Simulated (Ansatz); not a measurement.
# CuS: the cost of one run

Program: Ansatz 0.2.0. Level of theory: DFT r2SCAN, scalar-relativistic, plane waves, PAW. These are calculated values, not measurements.

## Step 1: The system as given

The structure is cubic, space group Fm-3m (No. 225). The conventional cell has a = 4.880 Å, b = 4.880 Å, c = 4.880 Å, α = 90.00°, β = 90.00°, γ = 90.00°. Around Cu (site symmetry m-3m) lie 6 S at 2.44 Å. S (site symmetry m-3m) is surrounded by 6 Cu at 2.44 Å.

As a file:

```cif
data_structure
_symmetry_space_group_name_H-M 'P 1'
_symmetry_Int_Tables_number 1
_cell_length_a 3.4505
_cell_length_b 3.4505
_cell_length_c 3.4505
_cell_angle_alpha 60.000
_cell_angle_beta 60.000
_cell_angle_gamma 60.000
_cell_volume 29.05
loop_
_atom_site_label
_atom_site_type_symbol
_atom_site_fract_x
_atom_site_fract_y
_atom_site_fract_z
_atom_site_occupancy
Cu1 Cu 0.00000 0.00000 0.00000 1
S1 S 0.50000 0.50000 0.50000 1
```

The structure comes from the Materials Project (structure only).

(A quick probe on a coarse mesh, which set the mesh and smearing, is not shown.)

## Step 3: The relaxation

Contents of input.yaml:

```yaml
crystal:
  lattice:
    - [0.0, 2.439903, 2.439903]
    - [2.439903, 0.0, 2.439903]
    - [2.439903, 2.439903, 0.0]
  atoms:
    - { symbol: Cu, position: [0.0, 0.0, 0.0] }
    - { symbol: S, position: [0.5, 0.5, 0.5] }
basis:
  ecutwfc: 500
kpoints:
  mp_grid: { grid: [14, 14, 14] }
hamiltonian:
  xc: r2scan
scf:
  occupations: { method: gaussian, width: 0.1 }
output:
  forces: true
  stress: true
  eigenvalues: true
relax:
  adjacent_minimum: "off"
  f_tol: 0.005
  max_steps: 80
  cell: { stress_tol: 0.05 }
```

Q: Estimate wall time and peak memory on 1 thread of an Arm CPU, shared host.

About 29 s, with a peak of 0.44 GiB.
